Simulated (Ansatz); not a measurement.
# Pd (hcp type): how the settings move a single-point run

Aim: see which settings change the result for Pd (hcp type), by how much, and at what cost.

Method: reference: DFT, PBEsol, PAW with Ansatz's default frozen-core files, scalar-relativistic, in Ansatz 0.2.0.

1 further run of the same task is left out (it didn't finish).

## (1) The system as given

It takes space group C2/m (No. 12, monoclinic). Conventional cell: a = 4.847 Å, b = 2.798 Å, c = 4.533 Å, α = 90.00°, β = 90.00°, γ = 90.00°. Pd (site symmetry m) has 1 Pd at 1.95 Å as nearest neighbours.

Structure file:

```xyz
2
Lattice="2.7984 0.0000 0.0000 -1.3992 2.4235 0.0000 0.0000 0.0000 4.5334" Properties=species:S:1:pos:R:3 pbc="T T T"
Pd   -0.2099    1.4945    0.7933
Pd    1.6091    0.9290    3.7400
```

## (2) The reference run

input.yaml

```yaml
crystal:
  lattice:
    - [2.7983685316, 0.0, 0.0]
    - [-1.3991842658, 2.4234582375, 0.0]
    - [0.0, 0.0, 4.5333570212]
  atoms:
    - { symbol: Pd, position: [0.2333333333, 0.6166666667, 0.175] }
    - { symbol: Pd, position: [0.7666666667, 0.3833333333, 0.825] }
kpoints:
  mp_grid: { grid: [12, 12, 7] }
scf:
  occupations: { method: fermi_dirac, width: 0.05 }
hamiltonian:
  xc: pbesol
  pseudopotentials: { kind: paw }
output:
  forces: true
  stress: true
  eigenvalues: true
basis:
  ecutwfc: 600
```

Run with:

```sh
> ansatz run input.yaml --threads 1 --pin off --max-ram 2048MiB --backend cpu --events-out ev --progress --plain --runs-dir out
```

## (3) Changed: mixing.algorithm broyden, mixing.beta 0.2, xc lda, ecutwfc 700 eV

Changes to input.yaml since step 2:

```diff
@@ -12,4 +12,5 @@
   occupations: { method: fermi_dirac, width: 0.05 }
+  mixing: { algorithm: broyden, beta: 0.2 }
 hamiltonian:
-  xc: pbesol
+  xc: lda
   pseudopotentials: { kind: paw }
@@ -20,2 +21,2 @@
 basis:
-  ecutwfc: 600
+  ecutwfc: "700 eV"
```

**Question.** What will these runs give? Wanted: for each run, ending; energy change; pressure; gap; force.

As calculated:

| run | ending | energy change | pressure (GPa) | gap (eV) | force (eV/Å) | cycles | time |
| --- | --- | --- | --- | --- | --- | --- | --- |
| reference | converged | - | 66.2 | 0.00 | 18.06 | 7 | 5.8 s |
| 1: mixing.algorithm broyden, mixing.beta 0.2, xc lda, ecutwfc 700 eV | converged | not comparable | 60.4 | 0.00 | 17.57 | 9 | 8.1 s |

Residual by cycle in the longest SCF loop of each run; runs are numbered as in the table. The quantity is the density residual dr2, in eV.

| cycle | reference | run 1 |
| --- | --- | --- |
| 1 | 0.0377 | 0.0445 |
| 2 | 0.00901 | 0.025 |
| 3 | 3.2e-4 | 0.00199 |
| 4 | 2.2e-5 | 3.6e-4 |
| 5 | 1.5e-6 | 6.4e-5 |
| 6 | 1.4e-7 | 3.5e-6 |
| 7 | 1.6e-8 | 2.1e-6 |
| 8 | - | 2.0e-7 |
| 9 | - | 5.8e-8 |

Total energies don't compare across a change of functional; the pressure goes from 66.2 to 60.4 GPa and the largest force goes from 18.06 to 17.57 eV/Å. The cutoff changed too. Cost: 9 SCF cycles against 7, 8.1 s against 5.8 s. The structure is not at rest: the sound run finds 66 GPa, so these are no properties of the relaxed crystal. 
